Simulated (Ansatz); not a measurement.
# GaPNH (triplet): the correlation ladder at a displaced geometry (v1), cc-pVDZ

An exercise on one series of results from a longer session: the logs are not shown, and one member is left open.

Method: cc-pVDZ, core rule «outside noble gas», up to 20 orbitals frozen; program: Ansatz 0.2.0, Gaussian basis.

The runs, in order: UHF; CCSD(T) on ROHF; CCSD(T) on UHF; BCCD(T) on ROHF; CISD as a restricted active space (open shells left free, so some higher excitations enter); CCSDT(Q) on ROHF; CCSDT(Q) on UHF.

35 further runs of the same task are left out: 8 for a known fault of the program, 9 that didn't finish, 18 set aside as unsound or not needed. Runs told in other sessions of the task aren't counted.

### The geometry

The geometry is a PBE0/def2-TZVP stationary point (not a proven minimum) with its atoms shifted at random (size 0.040 Å). No spin-orbit coupling is included. The filled d shell of Ga may be among the frozen orbitals whatever the setting's name suggests.

4 atoms, charge 0, spin multiplicity 3.

Atoms are counted from 1 here; the program's logs count them from 0.

Bond lengths: Ga1–N3 1.960 Å, P2–N3 1.611 Å, N3–H4 1.079 Å. Angles: Ga1–N3–P2 124.8°, Ga1–N3–H4 117.0°, P2–N3–H4 117.4°.

As a file:

```csv
atom,x (Å),y (Å),z (Å)
Ga1,-0.00500,0.06732,1.08397
P2,-0.00583,0.20790,-2.08221
N3,0.04213,-0.66969,-0.73159
H4,-0.06064,-1.73959,-0.82973
```

The first run:

in.yaml reads:

```yaml
crystal:
  periodic: [false, false, false]
  atoms:
    - {symbol: Ga, position_ang: [-0.004997, 0.067325, 1.083965]}
    - {symbol: P, position_ang: [-0.005831, 0.207900, -2.082208]}
    - {symbol: N, position_ang: [0.042133, -0.669691, -0.731589]}
    - {symbol: H, position_ang: [-0.060643, -1.739586, -0.829728]}
basis:
  gaussian: {orbitals: cc-pVDZ}
magnetization: {spin_polarized: true, initial_magnetization: 2}
hamiltonian: {xc: hf}
output: {orbitals: {seedname: orbitals}}
```

The run is started by

```console
$ ansatz run in.yaml --threads 1 --pin off --events-out ev --progress --plain --max-ram 2393MiB
```

Among the steps run: UHF; CCSD(T) on ROHF; CCSD(T) on UHF; BCCD(T) on ROHF; CISD as a restricted active space (open shells left free, so some higher excitations enter); CCSDT(Q) on ROHF; CCSDT(Q) on UHF.

One table of the session follows, with a row left open; its other results are not shown here.

It belongs to the step «Misses and costs». 

| method | from UCCSDT(Q) (kcal/mol) |
| --- | --- |
| ROHF | +215.08 |
| UHF | +211.18 |
| RMP2 | +26.73 |
| UMP2 | ? |
| RCCSD | +8.12 |
| UCCSD | +8.02 |
| RCCSD(T) | +1.26 |
| UCCSD(T) | +1.28 |
| BCCD(T) | +1.17 |
| RCCSDT | +0.71 |
| UCCSDT | +0.70 |
| RCCSDT(Q) | +0.07 |
| UCCSDT(Q) | 0 |

Q: Estimate the row for UMP2 from the others.

The run gave: from UCCSDT(Q) (kcal/mol): +27.86. In the column «from UCCSDT(Q) (kcal/mol)» it lies between RMP2 (+26.73) and UHF (+211.18).

Not comparable, so not listed: CISD as a restricted active space (open shells left free, so some higher excitations enter) (they don't share determinant, frozen orbitals or solution with the rows shown, or repeat one).

Caveats from the session: Restricted and unrestricted rows rest on different reference determinants; a gap between their highest levels can come from leftover correlation error, from unlike frozen cores or from another state.
